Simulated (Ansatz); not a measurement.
Working through an SCF with some post-processing of CO, space group P2_13

Program: the Python package of Ansatz (0.2.0).

At the Python prompt:
```pycon
>>> from pathlib import Path
>>> import warnings
>>> import ansatz as az
>>> from ase import Atoms
>>> import numpy as np
>>> from pymatgen.core import Structure
>>> warnings.simplefilter("ignore", az.DeckWarning)
>>> atoms = Atoms(
...     ["C", "C", "C", "C", "O", "O", "O", "O"],
...     scaled_positions=[
...         (0.959164, 0.959164, 0.959164),
...         (0.540836, 0.040836, 0.459164),
...         (0.459164, 0.540836, 0.040836),
...         (0.040836, 0.459164, 0.540836),
...         (0.069818, 0.069818, 0.069818),
...         (0.430182, 0.930182, 0.569818),
...         (0.569818, 0.430182, 0.930182),
...         (0.930182, 0.569818, 0.430182),
...     ],
...     cell=[
...         (5.963808, 0.0, 0.0),
...         (0.0, 5.963808, 0.0),
...         (0.0, 0.0, 5.963808),
...     ],
...     pbc=True,
... )
>>> crystal = az.Crystal.from_ase(atoms)
>>> model = (
...     crystal.calculation()
...     .functional(az.Functional.PBE)
...     .pseudopotentials("paw")
...     .basis(550)  # a bare number is in eV
...     .kpoints(3, 3, 3)
...     .occupations("Fixed")  # whole-number filling, right only where there is a gap
...     .potential_components()
...     .band_table()
...     .band_densities([("v1", "v1"), ("c1", "c1")])
...     .populations()  # projection on atomic orbitals
... )
>>> planned = model.session().plan(threads=1)
>>> facts = planned.describe()
>>> print("plan:", facts["n_bands"], "bands,", len(facts["kpoints_frac"]), "k-points, plane waves", facts["n_pw_range"], "grid", facts["fft_dense"])
plan: 28 bands, 4 k-points, plane waves [6199, 6236] grid [48, 48, 48]
>>> result = planned.execute()

>>> summary = result.report
>>> summary["n_electrons"]
40.0
>>> result.lattice.cell_ang
array([[5.963808, 0.      , 0.      ],
       [0.      , 5.963808, 0.      ],
       [0.      , 0.      , 5.963808]])
>>> summary["kpoints_frac"][:4]
[[0.0, 0.0, 0.0], [0.0, 0.0, 0.3333333333333333], [0.0, 0.3333333333333333, 0.3333333333333333], [0.3333333333333333, 0.3333333333333333, 0.3333333333333333]]
>>> print(f"free energy      {summary['free_energy_ev']:.5f} eV")
free energy      -3266.58570 eV
>>> print(f"per atom         {summary['free_energy_ev'] / len(result.lattice.sites):.5f} eV")
per atom         -408.32321 eV
>>> print(f"SCF iterations   {summary['n_iterations']}  (converged: {summary['converged']})")
SCF iterations   7  (converged: True)
>>> folder = Path(result.write_results("parts"))
>>> text = (folder / "v_comp_z.tsv").read_text().splitlines()
>>> rows = np.array([line.split() for line in text if not line.startswith("#")], dtype=float)
>>> print(text[0])
# z_ang	v_loc[eV]	v_h[eV]	v_xc[eV]
>>> print(np.array2string(rows[:: max(len(rows) // 12, 1)], precision=3, suppress_small=True))
[[ 0.    -9.867  6.907 -7.439]
 [ 0.497 -4.57   3.599 -6.682]
 [ 0.994  6.125 -3.566 -5.134]
 [ 1.491 10.464 -6.975 -4.3  ]
 [ 1.988  6.125 -3.566 -5.134]
 [ 2.485 -4.57   3.599 -6.682]
 [ 2.982 -9.867  6.907 -7.439]
 [ 3.479 -4.57   3.599 -6.682]
 [ 3.976  6.125 -3.566 -5.134]
 [ 4.473 10.464 -6.975 -4.3  ]
 [ 4.97   6.125 -3.566 -5.134]
 [ 5.467 -4.57   3.599 -6.682]]
>>> # direct or indirect, as far as the mesh can tell
>>> levels = np.array(summary["eigenvalues_ev"])
>>> filled = round(summary["n_electrons"] / 2)
>>> top, bottom = levels[:, filled - 1], levels[:, filled]
>>> print("top of band", filled, "at k =", summary["kpoints_frac"][top.argmax()], f"{top.max():.4f} eV")
top of band 20 at k = [0.0, 0.0, 0.3333333333333333] -5.0500 eV
>>> print("bottom of band", filled + 1, "at k =", summary["kpoints_frac"][bottom.argmin()], f"{bottom.min():.4f} eV")
bottom of band 21 at k = [0.0, 0.0, 0.3333333333333333] 1.1053 eV
>>> print(f"gap by band count {bottom.min() - top.max():.3f} eV, least direct gap {(bottom - top).min():.3f} eV")
gap by band count 6.155 eV, least direct gap 6.155 eV
>>> # how spread out the top filled and lowest empty bands are
>>> for name, window in zip(("top filled band", "lowest empty band"), result.band_densities().windows):
...     field = window.outcome.density.channels[0].density_e_per_ang3
...     ratio = field.mean() ** 2 / np.mean(field ** 2)
...     print(f"{name}: band {window.window.first}, participation ratio {ratio:.3f} of the cell")
...
top filled band: band 20, participation ratio 0.074 of the cell
lowest empty band: band 21, participation ratio 0.169 of the cell
>>> files = Path(result.write_results("tables"))
>>> print((files / "populations.tsv").read_text())
# site	symbol	l	j	q
# orbitals = lowdin
# n_electrons = 40.000000
# spilling = 0.015324
0	C	0_2S	-	1.634717
0	C	1_2P	-	2.126230
1	C	0_2S	-	1.634717
1	C	1_2P	-	2.126230
2	C	0_2S	-	1.634717
2	C	1_2P	-	2.126230
3	C	0_2S	-	1.634717
3	C	1_2P	-	2.126230
4	O	0_2S	-	1.637197
4	O	1_2P	-	4.448611
5	O	0_2S	-	1.637197
5	O	1_2P	-	4.448611
6	O	0_2S	-	1.637197
6	O	1_2P	-	4.448611
7	O	0_2S	-	1.637197
7	O	1_2P	-	4.448611
>>> final = Structure(result.lattice.cell_ang, [s.symbol for s in result.lattice.sites], [s.position_frac for s in result.lattice.sites])
>>> print(final)
Full Formula (C4 O4)
Reduced Formula: CO
abc   :   5.963808   5.963808   5.963808
angles:  90.000000  90.000000  90.000000
pbc   :       True       True       True
Sites (8)
  #  SP           a         b         c
---  ----  --------  --------  --------
  0  C     0.959164  0.959164  0.959164
  1  C     0.540836  0.040836  0.459164
  2  C     0.459164  0.540836  0.040836
  3  C     0.040836  0.459164  0.540836
  4  O     0.069818  0.069818  0.069818
  5  O     0.430182  0.930182  0.569818
  6  O     0.569818  0.430182  0.930182
  7  O     0.930182  0.569818  0.430182
```

Reading the output:
- Total energies depend on the potentials; only differences at equal settings carry meaning.
- Along an axis with an odd division the mesh misses the point at one half; a gap read on a finite mesh is an upper bound on this functional's gap.
- Semilocal gaps usually lie well under measured ones.
- This cell is a computed structure, which may not be the phase found in nature.
- Levels are Kohn-Sham eigenvalues on this mesh.
- Wall time of the script: 4.1 s on 1 thread of Arm Neoverse V1, with other jobs on the host, peak memory 0.46 GiB.

(Lines on the test bed's own set-up are left out of the output.)
